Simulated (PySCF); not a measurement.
# C5H8F2S: the cost of one run

Computed with PySCF 2.14.0 and routines of our own; the level stands in each step. Atoms count from 0.

### Step 1. The starting structure

16 atoms, charge 0, multiplicity 1; geometry from: GFN2-xTB.

### Step 2. Open-shell or spin-flip excitations: collinear spin-flip TDA CAM-B3LYP/def2-SVP

Job settings and geometry (Å):

```
{"job": {"kind": "uabs", "xc": "CAM-B3LYP", "basis": "def2-SVP", "nstates": 8, "spin_flip": true, "ref_mult": 3}, "charge": 0, "multiplicity": 1}
C      2.511693    -0.379249     0.051173
S      0.866657    -0.975730     0.548576
C     -0.236002     0.266042    -0.056496
C      0.333807     1.595622    -0.421733
C     -1.544353     0.014276    -0.137732
C     -2.185866    -1.282993     0.211702
F     -2.940553    -1.175027     1.341876
F     -3.054988    -1.666731    -0.762882
H      2.556922    -0.268903    -1.027538
H      3.200480    -1.156145     0.368560
H      2.754082     0.551187     0.554027
H      0.898290     2.013016     0.410760
H     -0.468346     2.283335    -0.676131
H      1.000079     1.511667    -1.279058
H     -2.230647     0.780772    -0.465220
H     -1.468854    -2.102194     0.370200
```

Method: collinear spin-flip TDA CAM-B3LYP/def2-SVP, vertical, gas phase, core orbitals frozen in the response.

Run with:

```sh
$ OMP_NUM_THREADS=1 python excited_run.py task.json out
```

One launch serves the whole session: the jobs run in the order shown.

Q: Estimate the wall time and peak memory of this first job on 1 thread of Intel Xeon at 2.50GHz, shared host.

About 92 s, with a peak of 0.62 GiB.
